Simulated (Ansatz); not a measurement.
# LuInCo4: the cost of one run

Program: Ansatz 0.2.0. Level of theory: DFT PBEsol, scalar-relativistic, plane waves, PAW. These are calculated values, not measurements.

2 further runs of the same task are left out: 2 set aside as unsound or not needed. Runs told in other sessions of the task aren't counted.

**1. The structure to begin with**

The cell holds 24 atoms (CaCo16In3Lu4): a = 6.880 Å, b = 6.880 Å, c = 6.880 Å, α = 90.00°, β = 90.00°, γ = 90.00°.

The coordinates of this cell stand in the input of its own run.

The host was relaxed before at PBEsol: a = 6.880 Å, b = 6.880 Å, c = 6.880 Å, α = 90.00°, β = 90.00°, γ = 90.00° (conventional cell), 13.572 Å³/atom.

Places, in fractions of the supercell: Ca in place of In at (0.500, 1.000, 0.500). Its neighbours start displaced at random, with a spread of 0.05 Å in each coordinate.

**2. The perfect crystal in the supercell of 24 atoms**

input.yaml

```yaml
crystal:
  lattice:
    - [6.8803998966, 0.0, 0.0]
    - [0.0, -6.8803998966, 0.0]
    - [0.0, 0.0, -6.8803998966]
  atoms:
    - { symbol: Co, position: [0.6253556043, 0.1253556043, 0.1253556043], spin: 1.25 }
    - { symbol: Co, position: [0.1253556043, 0.6253556043, 0.1253556043], spin: 1.25 }
    - { symbol: Co, position: [0.1253556043, 0.1253556043, 0.6253556043], spin: 1.25 }
    - { symbol: Co, position: [0.6253556043, 0.6253556043, 0.6253556043], spin: 1.25 }
    - { symbol: Co, position: [0.3746443957, 0.8746443957, 0.1253556043], spin: 1.25 }
    - { symbol: Co, position: [0.8746443957, 0.3746443957, 0.1253556043], spin: 1.25 }
    - { symbol: Co, position: [0.8746443957, 0.8746443957, 0.6253556043], spin: 1.25 }
    - { symbol: Co, position: [0.3746443957, 0.3746443957, 0.6253556043], spin: 1.25 }
    - { symbol: Co, position: [0.3746443957, 0.1253556043, 0.8746443957], spin: 1.25 }
    - { symbol: Co, position: [0.8746443957, 0.6253556043, 0.8746443957], spin: 1.25 }
    - { symbol: Co, position: [0.8746443957, 0.1253556043, 0.3746443957], spin: 1.25 }
    - { symbol: Co, position: [0.3746443957, 0.6253556043, 0.3746443957], spin: 1.25 }
    - { symbol: Co, position: [0.6253556043, 0.8746443957, 0.8746443957], spin: 1.25 }
    - { symbol: Co, position: [0.1253556043, 0.3746443957, 0.8746443957], spin: 1.25 }
    - { symbol: Co, position: [0.1253556043, 0.8746443957, 0.3746443957], spin: 1.25 }
    - { symbol: Co, position: [0.6253556043, 0.3746443957, 0.3746443957], spin: 1.25 }
    - { symbol: In, position: [0.5, 1.0, 0.5] }
    - { symbol: In, position: [0.0, 0.5, 0.5] }
    - { symbol: In, position: [0.0, 1.0, 0.0] }
    - { symbol: In, position: [0.5, 0.5, 0.0] }
    - { symbol: Lu, position: [0.25, 0.25, 0.25], spin: -0.13 }
    - { symbol: Lu, position: [0.75, 0.75, 0.25], spin: -0.13 }
    - { symbol: Lu, position: [0.75, 0.25, 0.75], spin: -0.13 }
    - { symbol: Lu, position: [0.25, 0.75, 0.75], spin: -0.13 }
basis:
  ecutwfc: 420
  xc_grid: 2
kpoints:
  mp_grid: { grid: [3, 3, 3], shift: [0.0, 0.0, 0.0] }
hamiltonian:
  xc: pbesol
scf:
  occupations: { method: gaussian, width: 0.05 }
  lower_state_search: "off"
output:
  forces: true
  stress: true
  eigenvalues: true
  populations: true
  write_density: true
  write_potential: true
  elf: true
  volumetric_format: npy
magnetization:
  spin_polarized: true
```

Command:

```console
$ ansatz run input.yaml --threads 8 --pin off --max-ram 14336MiB --backend cpu --events-out ev --progress --plain --runs-dir out
```

What time and memory should one allow on 8 threads of Arm Neoverse V1, shared host?

About 80 s, with a peak of 3.1 GiB.
